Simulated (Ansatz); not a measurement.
# ClFH4OSi2: a ladder of functionals and wavefunction methods

Aim: compute ClFH4OSi2 with functionals from several rungs and with coupled cluster. The yardstick is the atomisation energy at the CCSD(T) limit.

Program: Ansatz 0.2.0, Gaussian basis. Level of theory: functionals in def2-TZVPP, the program's frozen cores in correlated methods. These are calculated values, not measurements.

Plan: PBE-D4, r2SCAN-D4, PBE0-D4, B3LYP-D4, ωB97X-V, ωB97M-V, B2PLYP; CCSD(T)/def2-TZVPP; MP2/def2-QZVPP; extrapolation to the limit.

## 1. Structure used throughout

All runs share one geometry, relaxed beforehand with PBE0-D4 in a triple-zeta def2 set.

SMILES `F[SiH2]O[SiH2]Cl`, 9 atoms, charge 0, spin multiplicity 1.

Atoms are counted from 1 here; the program's logs count them from 0.

Bond lengths: F1–Si2 1.592 Å, Si2–O3 1.625 Å, Si2–H6 1.477 Å, Si2–H7 1.475 Å, O3–Si4 1.626 Å, Si4–Cl5 2.049 Å, Si4–H8 1.476 Å, Si4–H9 1.477 Å. Angles: F1–Si2–O3 109.1°, F1–Si2–H6 107.6°, F1–Si2–H7 108.0°, O3–Si2–H6 110.4°, O3–Si2–H7 108.0°, H6–Si2–H7 113.6°, Si2–O3–Si4 148.4°, O3–Si4–Cl5 109.9°, O3–Si4–H8 108.5°, O3–Si4–H9 109.9°, Cl5–Si4–H8 108.1°, Cl5–Si4–H9 107.8°, H8–Si4–H9 112.5°.

## 2. PBE-D4 (GGA)

File in.yaml:

```yaml
crystal:
  periodic: [false, false, false]
  atoms:
    - {symbol: F, position_ang: [1.974431, 0.492026, 1.318844]}
    - {symbol: Si, position_ang: [1.487336, 0.426395, -0.195757]}
    - {symbol: O, position_ang: [0.120650, -0.447996, -0.278106]}
    - {symbol: Si, position_ang: [-1.451016, -0.599657, 0.108911]}
    - {symbol: Cl, position_ang: [-2.288776, 1.252572, 0.369280]}
    - {symbol: H, position_ang: [1.241863, 1.811048, -0.646953]}
    - {symbol: H, position_ang: [2.524389, -0.273939, -0.977277]}
    - {symbol: H, position_ang: [-2.147765, -1.263914, -1.009773]}
    - {symbol: H, position_ang: [-1.587312, -1.338935, 1.379732]}
basis:
  gaussian: {orbitals: def2-TZVPP}
hamiltonian: {xc: pbe, dispersion: d4}
output: {forces: true, orbitals: {seedname: orbitals}}
```

Launch:

```console
$ ansatz run in.yaml --threads 4 --pin off --events-out ev --progress --plain --max-ram 10444MiB
```

The program printed, cut to the lines that bear on the results:

```text
Functional definition: PBE
  name "PBE"
  cite "Perdew, Burke & Ernzerhof, Phys. Rev. Lett. 77, 3865 (1996) doi:10.1103/PhysRevLett.77.3865"
  parent pbe
[...]
1413 factors; their error is unknown
[...]
mean field -33097.37921905 eV, -1216.3062520908 hartree, gradient 4.2e-5 eV, S^2 0.000000; 0 other end points of the search recorded, 0 dependent functions left out
[...]
reference -33097.37926428 eV, -1216.3062537528 hartree; 33, 33 occupied and 211, 211 virtual orbitals, 1413 factors
Total energy: -33097.60711875 eV, -1216.3146272503 hartree
Atom 0 at     1.974431     0.492026     1.318844 Å, force     0.217773     0.036961     0.611560 eV/Å
Atom 1 at     1.487336     0.426395    -0.195757 Å, force     0.158338     0.180655    -0.383694 eV/Å
Atom 2 at     0.120650    -0.447996    -0.278106 Å, force     0.071826    -0.271746    -0.190732 eV/Å
Atom 3 at    -1.451016    -0.599657     0.108911 Å, force    -0.305351    -0.098070     0.073589 eV/Å
Atom 4 at    -2.288776     1.252572     0.369280 Å, force    -0.136098     0.259673     0.040543 eV/Å
Atom 5 at     1.241863     1.811048    -0.646953 Å, force    -0.032917     0.171253    -0.064629 eV/Å
Atom 6 at     2.524389    -0.273939    -0.977277 Å, force     0.119435    -0.092392    -0.104520 eV/Å
Atom 7 at    -2.147765    -1.263914    -1.009773 Å, force    -0.078832    -0.088029    -0.134935 eV/Å
Atom 8 at    -1.587312    -1.338935     1.379732 Å, force    -0.014173    -0.098306     0.152818 eV/Å
Dipole moment:     0.000540    -0.157619    -0.213379 e Å
```

Run time: 1.6 s. Hardware: 4 threads of Intel Xeon Platinum 8488C, shared host; peak memory 0.35 GiB.

With the free atoms at this level, -33064.051 eV in sum, the atomisation energy is 3237.6 kJ/mol. HOMO -7.65 eV, LUMO -0.73 eV.

## 3. r2SCAN-D4 (meta-GGA)

Edit in.yaml of step 2 so:

```diff
@@ -14,3 +14,3 @@
   gaussian: {orbitals: def2-TZVPP}
-hamiltonian: {xc: pbe, dispersion: d4}
+hamiltonian: {xc: r2scan, dispersion: d4}
 output: {forces: true, orbitals: {seedname: orbitals}}
```

Same command.

The program printed, cut to the lines that bear on the results:

```text
Functional definition: r2SCAN
  name "r2SCAN"
  cite "Furness, Kaplan, Ning, Perdew & Sun, J. Phys. Chem. Lett. 11, 8208 (2020) doi:10.1021/acs.jpclett.0c02405"
  cite "Furness, Kaplan, Ning, Perdew & Sun, J. Phys. Chem. Lett. 11, 9248 (2020) doi:10.1021/acs.jpclett.0c03077"
  parent r2scan
[...]
1413 factors; their error is unknown
[...]
mean field -33111.47896723 eV, -1216.8244082793 hartree, gradient 3.3e-5 eV, S^2 0.000000; 0 other end points of the search recorded, 0 dependent functions left out
[...]
reference -33111.47898009 eV, -1216.8244087519 hartree; 33, 33 occupied and 211, 211 virtual orbitals, 1413 factors
Total energy: -33111.53429378 eV, -1216.8264414924 hartree
Atom 0 at     1.974431     0.492026     1.318844 Å, force     0.010204     0.001080     0.039801 eV/Å
Atom 1 at     1.487336     0.426395    -0.195757 Å, force     0.043187     0.029768    -0.049607 eV/Å
Atom 2 at     0.120650    -0.447996    -0.278106 Å, force     0.005548    -0.032309    -0.016920 eV/Å
Atom 3 at    -1.451016    -0.599657     0.108911 Å, force    -0.033532    -0.052347     0.002572 eV/Å
Atom 4 at    -2.288776     1.252572     0.369280 Å, force    -0.024663     0.050039     0.008180 eV/Å
Atom 5 at     1.241863     1.811048    -0.646953 Å, force     0.008677    -0.027353     0.001557 eV/Å
Atom 6 at     2.524389    -0.273939    -0.977277 Å, force    -0.022979     0.023449     0.012881 eV/Å
Atom 7 at    -2.147765    -1.263914    -1.009773 Å, force     0.012907     0.003564     0.030169 eV/Å
Atom 8 at    -1.587312    -1.338935     1.379732 Å, force     0.000651     0.004109    -0.028632 eV/Å
Dipole moment:     0.003694    -0.166453    -0.220802 e Å
```

It took 2.7 s on 4 threads of Intel Xeon Platinum 8488C, shared host; peak memory 0.38 GiB.

With the free atoms at this level, -33077.764 eV in sum, the atomisation energy is 3258.3 kJ/mol. HOMO -8.01 eV, LUMO -0.32 eV.

## 4. PBE0-D4 (hybrid)

Edit in.yaml of step 3 so:

```diff
@@ -14,3 +14,3 @@
   gaussian: {orbitals: def2-TZVPP}
-hamiltonian: {xc: r2scan, dispersion: d4}
-output: {forces: true, orbitals: {seedname: orbitals}}
+hamiltonian: {xc: pbe0, dispersion: d4}
+output: {orbitals: {seedname: orbitals}}
```

The command is unchanged.

The program printed:

```text
Functional definition: PBE0
  name "PBE0"
  cite "Adamo & Barone, J. Chem. Phys. 110, 6158 (1999) doi:10.1063/1.478522"
  cite "Perdew, Burke & Ernzerhof, Phys. Rev. Lett. 77, 3865 (1996) doi:10.1103/PhysRevLett.77.3865"
  parent pbe
  parameter a = 0.25
  parameter kappa = 0.804
  parameter beta = 0.06672455060314922
  exchange = (1 - a)*pbe_x(kappa = kappa, mu = beta*pi^2/3) + a*exact_x
  correlation = pbe_c(beta = beta)
1450 factors; their error is unknown
mean field evaluation 1: about -33094.9208 eV, gradient 5.9e1 eV
mean field evaluation 2: about -33085.3955 eV, gradient 9.4e1 eV
mean field evaluation 4: about -33100.0015 eV, gradient 5.0e0 eV
mean field evaluation 8: about -33100.0347 eV, gradient 3.8e-2 eV
mean field -33100.11434928 eV, -1216.4067662726 hartree, gradient 6.8e-5 eV, S^2 0.000000; 0 other end points of the search recorded, 0 dependent functions left out
reference -33100.11438355 eV, -1216.4067675323 hartree; 33, 33 occupied and 211, 211 virtual orbitals, 1450 factors
Total energy: -33100.30928806 eV, -1216.4139301406 hartree
```

It took 2.2 s on 4 threads of Intel Xeon Platinum 8488C, shared host; peak memory 0.7 GiB.

With the free atoms at this level, -33067.149 eV in sum, the atomisation energy is 3199.5 kJ/mol. HOMO -9.03 eV, LUMO 0.16 eV.

## 5. B3LYP-D4 (hybrid)

B3LYP here takes the VWN-RPA correlation.

Edit in.yaml of step 4 so:

```diff
@@ -14,3 +14,3 @@
   gaussian: {orbitals: def2-TZVPP}
-hamiltonian: {xc: pbe0, dispersion: d4}
-output: {orbitals: {seedname: orbitals}}
+hamiltonian: {xc: {name: B3LYP}, dispersion: d4}
+output: {forces: true, orbitals: {seedname: orbitals}}
```

The command is unchanged.

The program printed, cut to the lines that bear on the results:

```text
Functional definition: B3LYP
  name "B3LYP"
  cite "Stephens, Devlin, Chabalowski & Frisch, J. Phys. Chem. 98, 11623 (1994) doi:10.1021/j100096a001"
  cite "Becke, Phys. Rev. A 38, 3098 (1988) doi:10.1103/PhysRevA.38.3098"
  cite "Lee, Yang & Parr, Phys. Rev. B 37, 785 (1988) doi:10.1103/PhysRevB.37.785"
  cite "Vosko, Wilk & Nusair, Can. J. Phys. 58, 1200 (1980) doi:10.1139/p80-159"
[...]
1438 factors; their error is unknown
[...]
mean field -33117.44145368 eV, -1217.0435256148 hartree, gradient 3.5e-5 eV, S^2 0.000000; 0 other end points of the search recorded, 0 dependent functions left out
[...]
reference -33117.44174463 eV, -1217.0435363068 hartree; 33, 33 occupied and 211, 211 virtual orbitals, 1438 factors
Total energy: -33117.81180068 eV, -1217.0571356160 hartree
Atom 0 at     1.974431     0.492026     1.318844 Å, force     0.063977     0.012661     0.202812 eV/Å
Atom 1 at     1.487336     0.426395    -0.195757 Å, force     0.122291     0.088525    -0.274956 eV/Å
Atom 2 at     0.120650    -0.447996    -0.278106 Å, force     0.007214    -0.029468    -0.025845 eV/Å
Atom 3 at    -1.451016    -0.599657     0.108911 Å, force    -0.117028    -0.313146     0.007979 eV/Å
Atom 4 at    -2.288776     1.252572     0.369280 Å, force    -0.090430     0.206466     0.029651 eV/Å
Atom 5 at     1.241863     1.811048    -0.646953 Å, force     0.021953    -0.089169     0.023753 eV/Å
Atom 6 at     2.524389    -0.273939    -0.977277 Å, force    -0.060389     0.053065     0.045150 eV/Å
Atom 7 at    -2.147765    -1.263914    -1.009773 Å, force     0.045433     0.033050     0.080485 eV/Å
Atom 8 at    -1.587312    -1.338935     1.379732 Å, force     0.006978     0.038014    -0.089028 eV/Å
Dipole moment:    -0.000484    -0.167431    -0.231647 e Å
```

Wall time 3.2 s (4 threads of Intel Xeon Platinum 8488C, shared host); peak memory 0.75 GiB.

Atomisation energy: 3231.8 kJ/mol (free atoms -33084.317 eV, run apart). HOMO -8.80 eV, LUMO -0.04 eV.

## 6. ωB97X-V (range-separated)

Edit in.yaml of step 5 so:

```diff
@@ -14,3 +14,3 @@
   gaussian: {orbitals: def2-TZVPP}
-hamiltonian: {xc: {name: B3LYP}, dispersion: d4}
-output: {forces: true, orbitals: {seedname: orbitals}}
+hamiltonian: {xc: {name: wB97X-V}}
+output: {orbitals: {seedname: orbitals}}
```

Launched as before.

The program printed, cut to the lines that bear on the results:

```text
Functional definition: wB97X-V
  name "wB97X-V"
  cite "Mardirossian & Head-Gordon, Phys. Chem. Chem. Phys. 16, 9904 (2014) doi:10.1039/C3CP54374A"
  cite "Becke, J. Chem. Phys. 107, 8554 (1997) doi:10.1063/1.475007"
  cite "Vydrov & Van Voorhis, J. Chem. Phys. 133, 244103 (2010) doi:10.1063/1.3521275"
[...]
      + integral(e_c_pw_opposite_spin*poly(b97_u_opposite, cos0, cos1)) + vv10(b, c)
1435 factors; their error is unknown
283 factors; integrals over basis functions are off by at most 2.5e-5 eV
[...]
mean field -33109.90078335 eV, -1216.7664110912 hartree, gradient 2.0e-5 eV, S^2 0.000000; 0 other end points of the search recorded, 0 dependent functions left out
reference -33109.90078119 eV, -1216.7664110119 hartree; 33, 33 occupied and 211, 211 virtual orbitals, 1435 factors
Total energy: -33109.90078119 eV, -1216.7664110119 hartree
```

Run time: 4.9 s. Hardware: 4 threads of Intel Xeon Platinum 8488C, shared host; peak memory 0.83 GiB.

Atomisation energy: 3275.5 kJ/mol (free atoms -33075.952 eV, run apart). HOMO -11.46 eV, LUMO 2.22 eV.

## 7. ωB97M-V (range-separated)

Edit in.yaml of step 6 so:

```diff
@@ -14,3 +14,3 @@
   gaussian: {orbitals: def2-TZVPP}
-hamiltonian: {xc: {name: wB97X-V}}
-output: {orbitals: {seedname: orbitals}}
+hamiltonian: {xc: {name: wB97M-V}}
+output: {forces: true, orbitals: {seedname: orbitals}}
```

Launched as before.

The program printed, cut to the lines that bear on the results:

```text
Functional definition: wB97M-V
  name "wB97M-V"
  cite "Mardirossian & Head-Gordon, J. Chem. Phys. 144, 214110 (2016) doi:10.1063/1.4952647"
  cite "Becke, J. Chem. Phys. 107, 8554 (1997) doi:10.1063/1.475007"
  cite "Vydrov & Van Voorhis, J. Chem. Phys. 133, 244103 (2010) doi:10.1063/1.3521275"
  # Of w^i u^j: cxij and so on, Table III.
[...]
  gx(w, u) = 1 - cx + cx01*u + cx10*w
  gss(w, u) = css00 + css04*u^4 + css10*w + css20*w^2 + css43*w^4*u^3
  gos(w, u) = cos00 + cos10*w + (cos20 + cos21*u)*w^2 + (cos60 + cos61*u)*w^6
[...]
      + integral(e_c_pw_mod_opposite_spin*gos(b97_w_opposite, b97_u_opposite)) + vv10(b, c)
1435 factors; their error is unknown
283 factors; integrals over basis functions are off by at most 2.5e-5 eV
[...]
Total energy: -33112.81308157 eV, -1216.8734360770 hartree
Atom 0 at     1.974431     0.492026     1.318844 Å, force     0.037863     0.006868     0.132662 eV/Å
Atom 1 at     1.487336     0.426395    -0.195757 Å, force     0.157116     0.123410    -0.282951 eV/Å
Atom 2 at     0.120650    -0.447996    -0.278106 Å, force    -0.002573    -0.032341    -0.025272 eV/Å
Atom 3 at    -1.451016    -0.599657     0.108911 Å, force    -0.185239    -0.247061     0.033058 eV/Å
Atom 4 at    -2.288776     1.252572     0.369280 Å, force    -0.006346     0.048949     0.003798 eV/Å
Atom 5 at     1.241863     1.811048    -0.646953 Å, force     0.026379    -0.169805     0.055632 eV/Å
Atom 6 at     2.524389    -0.273939    -0.977277 Å, force    -0.129487     0.094588     0.098489 eV/Å
Atom 7 at    -2.147765    -1.263914    -1.009773 Å, force     0.086180     0.082976     0.145422 eV/Å
Atom 8 at    -1.587312    -1.338935     1.379732 Å, force     0.016108     0.092417    -0.160838 eV/Å
Dipole moment:     0.000605    -0.165495    -0.225848 e Å
```

It took 7 s on 4 threads of Intel Xeon Platinum 8488C, shared host; peak memory 0.93 GiB.

With the free atoms at this level, -33078.952 eV in sum, the atomisation energy is 3267.1 kJ/mol. HOMO -11.28 eV, LUMO 1.90 eV.

## 8. B2PLYP (double hybrid)

Edit in.yaml of step 7 so:

```diff
@@ -14,3 +14,2 @@
   gaussian: {orbitals: def2-TZVPP}
-hamiltonian: {xc: {name: wB97M-V}}
-output: {forces: true, orbitals: {seedname: orbitals}}
+hamiltonian: {xc: {name: B2PLYP}}
```

The command is unchanged.

The program printed, cut to the lines that bear on the results:

```text
Functional definition: B2PLYP
  name "B2PLYP"
  cite "Grimme, J. Chem. Phys. 124, 034108 (2006) doi:10.1063/1.2148954"
  cite "Becke, Phys. Rev. A 38, 3098 (1988) doi:10.1103/PhysRevA.38.3098"
  cite "Lee, Yang & Parr, Phys. Rev. B 37, 785 (1988) doi:10.1103/PhysRevB.37.785"
[...]
1446 factors; integrals over basis functions are off by at most 1.1e-3 eV
[...]
mean field -33095.11519075 eV, -1216.2230505852 hartree, gradient 3.7e-6 eV, S^2 0.000000; 0 other end points of the search recorded, 0 dependent functions left out
17 core orbitals not correlated: weight in the atoms' cores, before any rotation towards them, 1.000 or more for the frozen orbitals, at most 0.000 for the correlated occupied ones
reference -33095.11537615 eV, -1216.2230573984 hartree; 16, 16 occupied and 211, 211 virtual orbitals, 1446 factors
second order -29.74734654 eV of doubles, -0.00000000 eV of singles
Total energy: -33103.14715971 eV, -1216.5182200003 hartree
```

It took 3.4 s on 4 threads of Intel Xeon Platinum 8488C, shared host; peak memory 0.63 GiB.

With the free atoms at this level, -33069.822 eV in sum, the atomisation energy is 3215.3 kJ/mol.

## 9. Orbital energies across the functionals

Dipoles come from the runs that computed forces. Levels are read from the orbital files that the runs wrote:

| functional | HOMO (eV) | LUMO (eV) | gap (eV) | dipole (D) |
| --- | --- | --- | --- | --- |
| PBE-D4 | -7.65 | -0.73 | 6.92 | 1.27 |
| r2SCAN-D4 | -8.01 | -0.32 | 7.70 | 1.33 |
| PBE0-D4 | -9.03 | 0.16 | 9.19 |  |
| B3LYP-D4 | -8.80 | -0.04 | 8.76 | 1.37 |
| ωB97X-V | -11.46 | 2.22 | 13.68 |  |
| ωB97M-V | -11.28 | 1.90 | 13.18 | 1.34 |

## 10. CCSD(T) in def2-TZVPP

Edit in.yaml of step 8 so:

```diff
@@ -14,2 +14,2 @@
   gaussian: {orbitals: def2-TZVPP}
-hamiltonian: {xc: {name: B2PLYP}}
+correlation: {method: ccsd_t}
```

Launched as before.

The program printed, cut to the lines that bear on the results:

```text
Functional definition: HF
  name "HF"
  cite "Fock, Z. Phys. 61, 126 (1930) doi:10.1007/BF01340294"
  parent pbe
[...]
1446 factors; integrals over basis functions are off by at most 1.1e-3 eV
[...]
mean field -33044.02973698 eV, -1214.3456947862 hartree, gradient 4.3e-6 eV, S^2 0.000000; 0 other end points of the search recorded, 0 dependent functions left out
17 core orbitals not correlated: weight in the atoms' cores, before any rotation towards them, 1.000 or more for the frozen orbitals, at most 0.000 for the correlated occupied ones
reference -33044.02973698 eV, -1214.3456947862 hartree; 16, 16 occupied and 211, 211 virtual orbitals, 1446 factors
second order -24.73630080 eV of doubles, -0.00000000 eV of singles
cycle   1  -25.24703448 eV  change   -5.1e-1 eV  update   1.0e-1
[...]
cycle   9  -25.93541916 eV  change   -1.5e-5 eV  update   1.3e-5
perturbative correction -0.87741225 eV, -0.0322443054 hartree
Total energy: -33070.84256839 eV, -1215.3310481662 hartree
```

Wall time 67 s (4 threads of Intel Xeon Platinum 8488C, shared host); peak memory 4.6 GiB.

## 11. MP2 in def2-QZVPP

Edit in.yaml of step 10 so:

```diff
@@ -13,3 +13,3 @@
 basis:
-  gaussian: {orbitals: def2-TZVPP}
-correlation: {method: ccsd_t}
+  gaussian: {orbitals: "def2-QZVPP.json"}
+correlation: {method: mp2}
```

Same command.

The program printed:

```text
Functional definition: HF
  name "HF"
  cite "Fock, Z. Phys. 61, 126 (1930) doi:10.1007/BF01340294"
  parent pbe
  exchange = exact_x
  correlation = 0
2646 factors; integrals over basis functions are off by at most 9.7e-4 eV
mean field evaluation 1: about -33041.1914 eV, gradient 4.5e1 eV
mean field evaluation 2: about -33041.3510 eV, gradient 4.5e1 eV
mean field evaluation 4: about -33045.0956 eV, gradient 3.3e0 eV
mean field evaluation 8: about -33045.1423 eV, gradient 2.3e-1 eV
mean field -33045.14248871 eV, -1214.3865876579 hartree, gradient 2.6e-6 eV, S^2 0.000000; 0 other end points of the search recorded, 0 dependent functions left out
17 core orbitals not correlated: weight in the atoms' cores, before any rotation towards them, 1.000 or more for the frozen orbitals, at most 0.000 for the correlated occupied ones
reference -33045.14248871 eV, -1214.3865876579 hartree; 16, 16 occupied and 411, 411 virtual orbitals, 2646 factors
second order -26.99029625 eV of doubles, -0.00000000 eV of singles
Total energy: -33072.13278496 eV, -1215.3784627506 hartree
```

Wall time 13 s (4 threads of Intel Xeon Platinum 8488C, shared host); peak memory 2.3 GiB.

The pieces so far (eV):

| basis | HF | MP2 correlation | CCSD correlation | (T) | total |
| --- | --- | --- | --- | --- | --- |
| def2-TZVPP | -33044.0297 | -24.7363 | -25.9354 | -0.8774 | -33070.8426 |
| def2-QZVPP | -33045.1425 | -26.9903 |  |  | -33072.1328 (MP2) |

The report of the def2-TZVPP run gives T1 = 0.0109.

## 12. The basis-set limit

No new run: Hartree-Fock is extrapolated as exp(−7.88√X) and correlation as X^−2.97, with X = 3 and 4; only MP2 was run in the larger set, so CCSD(T) minus MP2 is added from the smaller one.

| level | energy at the limit (eV) |
| --- | --- |
| HF | -33045.2958 |
| MP2 | -33073.9557 |
| CCSD | -33075.1548 |
| CCSD(T) | -33076.0322 |

## 13. All levels against the reference

Atomisation energy = energies of 1 F, 2 Si, 1 O, 1 Cl, 4 H (separate runs, same level) minus the molecule's; electronic only, no spin-orbit term.

Differences are taken before rounding.

| method | rung | atoms, summed (eV) | atomisation energy (kJ/mol) | from CCSD(T)/CBS (kJ/mol) | time |
| --- | --- | --- | --- | --- | --- |
| PBE-D4 | GGA | -33064.051 | 3237.6 | -41.7 | 1.6 s |
| r2SCAN-D4 | meta-GGA | -33077.764 | 3258.3 | -21.1 | 2.7 s |
| PBE0-D4 | hybrid | -33067.149 | 3199.5 | -79.9 | 2.2 s |
| B3LYP-D4 | hybrid | -33084.317 | 3231.8 | -47.6 | 3.2 s |
| ωB97X-V | range-separated | -33075.952 | 3275.5 | -3.8 | 4.9 s |
| ωB97M-V | range-separated | -33078.952 | 3267.1 | -12.3 | 7 s |
| B2PLYP | double hybrid | -33069.822 | 3215.3 | -64.0 | 3.4 s |
| HF/def2-TZVPP | wavefunction | -33018.437 | 2469.3 | -810.1 |  |
| MP2/def2-TZVPP | wavefunction | -33035.036 | 3254.5 | -24.9 |  |
| CCSD/def2-TZVPP | wavefunction | -33037.455 | 3136.8 | -142.6 |  |
| CCSD(T)/def2-TZVPP | wavefunction | -33037.918 | 3176.7 | -102.6 | 67 s |
| MP2/CBS | wavefunction | -33039.162 | 3357.1 | +77.7 |  |
| CCSD(T)/CBS | wavefunction | -33042.044 | 3279.4 | 0 | 79 s |

Among the levels timed on like hardware and quicker than the yardstick, those that no quicker one beats, quickest first: PBE-D4 (1.6 s, -41.7 kJ/mol); r2SCAN-D4 (2.7 s, -21.1 kJ/mol); ωB97X-V (4.9 s, -3.8 kJ/mol).

B2PLYP carry no dispersion term (for B3LYP, D4 adds 35.7 kJ/mol).

Times are those of the molecule's run; HF, MP2 and CCSD come out of the CCSD(T) runs, and the limit's time is the sum of the runs that it needs.

## 14. What came out

```
                               quantity                                 value
        atomisation energy, CCSD(T)/CBS                         3279.4 kJ/mol
 functionals within 16.4 kJ/mol (0.5 %)                      ωB97X-V, ωB97M-V
                               farthest                PBE0-D4 (-79.9 kJ/mol)
             mean size of error, hybrid                           63.7 kJ/mol
    mean size of error, range-separated                            8.1 kJ/mol
              gap, smallest and largest  6.92 eV (PBE-D4), 13.68 eV (ωB97X-V)
                          T1 diagnostic                                0.0109
triples share of the correlation energy                                 3.3 %
```

PBE-D4 is off by -41.7 kJ/mol. Double hybrids carry the basis error of their MP2 part in triple zeta, and no dispersion term here, so their miss is partly the set-up's. Misses under about 16.4 kJ/mol are within the doubt on the reference itself, which lacks core-valence correlation, relativity and higher excitations. Hartree-Fock recovers 75 % of the binding; the rest is correlation. The gap grows from 6.9 to 13.7 eV across the functionals, mostly with the share of exact exchange.

ωB97X-V reaches 3.8 kJ/mol from the reference in 4.9 s, where CCSD(T)/CBS took 79 s; the quickest level in the cost chart, PBE-D4, takes 1.6 s and misses by 41.7 kJ/mol.
